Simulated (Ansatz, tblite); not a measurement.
# The cluster Nb3S4+: rung by rung

How do method and basis change the picture of the cluster Nb3S4+ (singlet)?

Method: as each input shows; program: Ansatz 0.2.0, Gaussian basis.

The runs, in order: GFN1-xTB, GFN2-xTB, PBE-D4/def2-TZVP, r2SCAN-D4/def2-TZVP, ωB97X-V/def2-TZVP, r2SCANh-D4/def2-TZVP, PBE-QIDH/def2-TZVP, PBE-D4/def2-SVP, PBE0-D4/def2-SVP, CCSD(T)/def2-SVP, MP2/def2-TZVP.

7 further runs of the same task are left out: 7 set aside as unsound or not needed. Runs told in other sessions of the task aren't counted.

## Step 1: The structure

The geometry is that of the singlet, from an earlier relaxation (B3LYP-D4/def2-SVP). At that level it is the lowest of the isomers that a small search found.

7 atoms, charge 1, spin multiplicity 1.

Bond lengths: Nb1–S4 2.494 Å, Nb1–S5 2.538 Å, Nb1–S7 2.381 Å, Nb2–S5 2.545 Å, Nb2–S6 2.500 Å, Nb2–S7 2.358 Å, Nb3–S4 2.264 Å, Nb3–S5 2.383 Å, Nb3–S6 2.258 Å. Angles: S4–Nb1–S5 95.0°, S4–Nb1–S7 150.1°, S5–Nb1–S7 101.3°, S5–Nb2–S6 92.9°, S5–Nb2–S7 101.7°, S6–Nb2–S7 149.2°, S4–Nb3–S5 105.9°, S4–Nb3–S6 109.8°, S5–Nb3–S6 104.0°, Nb1–S4–Nb3 74.4°, Nb1–S5–Nb2 54.6°, Nb1–S5–Nb3 71.6°, Nb2–S5–Nb3 73.3°, Nb2–S6–Nb3 76.2°, Nb1–S7–Nb2 59.0°.

Nb takes a core potential in the def2 sets. No spin-orbit coupling is included. The ion is computed in the gas phase, without counter-ions or solvent.

PBE0-D4/def2-TZVP was run before; its log isn't repeated, and its numbers join the tables.

## Step 2: GFN1-xTB

Tight binding, by tblite at 300 K electronic temperature and without a spin-polarisation term:

```python
tblite.interface.Calculator('GFN1-xTB', numbers, positions, charge=1, uhf=0).singlepoint()
```

Energy -552.1064 eV, HOMO -14.10 eV, LUMO -13.70 eV; 0.012 s.

## Step 3: GFN2-xTB

Tight binding, by tblite at 300 K electronic temperature and without a spin-polarisation term:

```python
tblite.interface.Calculator('GFN2-xTB', numbers, positions, charge=1, uhf=0).singlepoint()
```

Energy -492.9263 eV, HOMO -15.43 eV, LUMO -15.14 eV; 0.029 s.

## Step 4: PBE-D4/def2-TZVP

start.molden holds the orbitals of an earlier run on this state, given as this run's starting guess.

Input file in.yaml:

```yaml
crystal:
  periodic: [false, false, false]
  atoms:
    - {symbol: Nb, position_ang: [0.902997, 0.862379, -0.692633]}
    - {symbol: Nb, position_ang: [-0.952993, -0.516003, -0.999511]}
    - {symbol: Nb, position_ang: [0.163389, -0.523552, 1.723975]}
    - {symbol: S, position_ang: [0.897377, 1.617604, 1.684096]}
    - {symbol: S, position_ang: [1.184317, -1.599379, -0.141788]}
    - {symbol: S, position_ang: [-2.043377, -0.585695, 1.249494]}
    - {symbol: S, position_ang: [-0.151701, 0.744637, -2.823633]}
basis:
  gaussian: {orbitals: def2-TZVP, initial_orbitals: start.molden}
total_charge: 1
hamiltonian: {xc: pbe, dispersion: d4}
scf: {omitted_lower_state_checks: [starts]}
output: {forces: true, orbitals: {seedname: orbitals}}
```

Launch:

```sh
$ ansatz run in.yaml --threads 4 --pin off --events-out ev --progress --plain --max-ram 4787MiB
```

Further steps of the session: r2SCAN-D4/def2-TZVP; ωB97X-V/def2-TZVP; r2SCANh-D4/def2-TZVP; PBE-QIDH/def2-TZVP; PBE-D4/def2-SVP; PBE0-D4/def2-SVP; CCSD(T)/def2-SVP; MP2/def2-TZVP.

Before running them: what should the planned runs give, taken together? Wanted: gap in def2-TZVP, named functionals, smallest and largest; correlation energy, CCSD(T)/def2-SVP; correlation energy, MP2/def2-TZVP; PBE0 total energy, smallest basis above largest.

The runs gave:

```
                                                 quantity                                value
gap in def2-TZVP, named functionals, smallest and largest  0.22 eV (PBE-D4), 5.79 eV (ωB97X-V)
                     correlation energy, CCSD(T)/def2-SVP                            -43.75 eV
                        correlation energy, MP2/def2-TZVP                            -54.17 eV
          PBE0 total energy, smallest basis above largest       16.33 eV (def2-SVP, def2-TZVP)
```

What this shows: Over the named functionals in def2-TZVP the gap runs from 0.22 eV (PBE-D4) to 5.79 eV (ωB97X-V); exact exchange widens it. Notes on CCSD(T)/def2-SVP and its Hartree-Fock reference, which MP2 shares: large T1 diagnostic, restricted state is unstable towards broken spin symmetry.
